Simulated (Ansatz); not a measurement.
# Cs2CrF6: the cost of one run

Computed with Ansatz 0.2.0 (DFT r²SCAN+U (U = 3 eV, J = 0.5 eV on Cr d), plane waves, PAW, unless a step's input says otherwise).

### 1 The structure to begin with

Symmetry: Fm-3m, No. 225, cubic system. Conventional cell: a = 9.022 Å, b = 9.022 Å, c = 9.022 Å, α = 90.00°, β = 90.00°, γ = 90.00°. Around Cs (site symmetry -43m) lie 12 F at 3.23 Å. Cr (site symmetry m-3m) has 6 F at 1.73 Å in its first shell of neighbours. F (site symmetry 4mm) is surrounded by 1 Cr at 1.73 Å.

Coordinates:

```xyz
9
Lattice="0.0000 4.5110 4.5110 4.5110 0.0000 4.5110 4.5110 4.5110 0.0000" Properties=species:S:1:pos:R:3 pbc="T T T"
Cs    2.2555    2.2555    2.2555
Cs    6.7665    6.7665    6.7665
Cr    0.0000    0.0000    0.0000
F     1.7322    4.5110    4.5110
F     4.5110    1.7322    4.5110
F     7.2898    4.5110    4.5110
F     4.5110    7.2898    4.5110
F     4.5110    4.5110    1.7322
F     4.5110    4.5110    7.2898
```

Magnetic order typed: ferromagnetic.

### 2 From atoms, symmetry kept, no search

input.yaml

```yaml
crystal:
  lattice:
    - [0.0, 4.51100025, 4.51100025]
    - [4.51100025, 0.0, 4.51100025]
    - [4.51100025, 4.51100025, 0.0]
  atoms:
    - { symbol: Cs, position: [0.25, 0.25, 0.25] }
    - { symbol: Cs, position: [0.75, 0.75, 0.75] }
    - { symbol: Cr, position: [0.0, 0.0, 0.0], spin: 2.0 }
    - { symbol: F, position: [0.808, 0.192, 0.192] }
    - { symbol: F, position: [0.192, 0.808, 0.192] }
    - { symbol: F, position: [0.192, 0.808, 0.808] }
    - { symbol: F, position: [0.808, 0.192, 0.808] }
    - { symbol: F, position: [0.192, 0.192, 0.808] }
    - { symbol: F, position: [0.808, 0.808, 0.192] }
basis:
  ecutwfc: 500
  ecutrho_ratio: 4
kpoints:
  mp_grid: { grid: [4, 4, 4] }
hamiltonian:
  xc: r2scan
  hubbard: { sites: [{ site: 2, l: d, u: 3.0, j: 0.5 }] }
scf:
  occupations: { method: gaussian, width: 0.05 }
  lower_state_search: "off"
  max_iter: 150
output:
  forces: true
  stress: true
  eigenvalues: true
  populations: true
  hubbard: { sites: [{ site: 2, l: d }] }
magnetization:
  spin_polarized: true
```

Launch:

```bash
$ ansatz run input.yaml --threads 8 --pin off --max-ram 12288MiB --backend cpu --events-out ev --progress --plain --runs-dir out
```

**Question.** How long does this run take on 8 threads of Arm Neoverse V2, shared host, and how much memory does it need?

About 6.2 s, with a peak of 1.2 GiB.
